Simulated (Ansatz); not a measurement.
# PdPt: the cost of one run

Program: Ansatz 0.2.0. Level of theory: DFT, LDA, PAW with Ansatz's default frozen-core files, scalar-relativistic. These are calculated values, not measurements.

### 1 The system as given

It takes space group R-3m (No. 166, trigonal). The conventional cell has a = 2.767 Å, b = 2.767 Å, c = 13.681 Å, α = 90.00°, β = 90.00°, γ = 120.00°. Pd (site symmetry -3m) has 6 Pd at 2.77 Å and 6 Pt at 2.78 Å as nearest neighbours. Around Pt (site symmetry -3m) lie 6 Pt at 2.77 Å and 6 Pd at 2.78 Å.

As a file:

```
Pd Pt
1.0
     1.38340    0.79871    4.56037
    -1.38340    0.79871    4.56037
     0.00000   -1.59741    4.56037
Pd Pt
1 1
Direct
  0.00000 0.00000 0.00000
  0.50000 0.50000 0.50000
```

Atoms are numbered in the order of the input: Pd1, Pt2.

### 2 Free moments from the typed start, PAW

input.yaml

```yaml
crystal:
  lattice:
    - [1.3834012978, 0.7987071117, 4.5603668681]
    - [-1.3834012978, 0.7987071117, 4.5603668681]
    - [0.0, -1.5974142234, 4.5603668681]
  atoms:
    - { symbol: Pd, position: [0.0, 0.0, 0.0], spin: 0.6 }
    - { symbol: Pt, position: [0.5, 0.5, 0.5], spin: 0.6 }
magnetization:
  spin_polarized: true
kpoints:
  mp_grid: { grid: [12, 12, 12] }
scf:
  occupations: { method: fermi_dirac, width: 0.03 }
  lower_state_search: "off"
hamiltonian:
  xc: lda
  pseudopotentials: { kind: paw }
output:
  forces: true
  stress: true
  eigenvalues: true
  populations: true
  dos: { projected: true, de: 0.1, e_range: [-8, 5] }
  write_density: true
  write_potential: true
  elf: true
  volumetric_format: npy
```

Run with:

```console
ansatz run input.yaml --threads 1 --pin off --max-ram 3072MiB --backend cpu --events-out ev --progress --plain --runs-dir out
```

**Question.** How long does this run take on 1 thread of Arm Neoverse V1, shared host, and how much memory does it need?

About 33 s, with a peak of 0.45 GiB.
